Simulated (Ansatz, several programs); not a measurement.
A 6-atom cell of YSe2 (Immm) from a materials database, relaxed with PBE in Ansatz (plane waves, PAW): it is orthorhombic, Immm (No. 71); a = 4.086 Å, b = 5.701 Å, c = 13.370 Å in the conventional setting, 25.95 Å³ an atom. Y has 8 Se at 2.80–3.11 Å; Se has 4 Y at 2.80–2.95 Å; Se has 1 Se at 2.41 Å and 4 Y at 3.11 Å. The cell was then scaled with its shape and fractional coordinates held, which makes it stiffer than a relaxed compression. (Simulation; spin polarisation is off.)

```
V (Å³/atom)  E (meV/atom)
     24.396         20.86
     25.175          4.96
     25.954          0.00
     27.511         16.85
```

**Question.** Pass a cubic E = c₀ + c₁u + c₂u² + c₃u³, with u = V − 25.759 Å³, through these points.

**Answer.** c₀ = 0.30, c₁ = -3.082, c₂ = 8.083, c₃ = -0.5315 (meV and Å³).

**Question.** Where is the minimum, and what bulk modulus follows?

**Answer.** dE/du = 0 at u = +0.194, so V₀ = 25.95 Å³. B = V₀ d²E/dV² = 25.95 × (2c₂ + 6c₃u) = 25.95 × 15.546 = 403 meV/Å³, and 1 meV/Å³ is 0.16022 GPa: 65 GPa. A third-order Birch-Murnaghan fit to all five points gives 25.96 Å³ and 64 GPa.

**Question.** Predict the energy and the pressure at the withheld volume, 26.732 Å³.

**Answer.** With u = +0.973: E ≈ 4.46 meV and P = −dE/dV ≈ -1.78 GPa. The run gives 4.41 meV and, from its stress, -1.78 GPa.
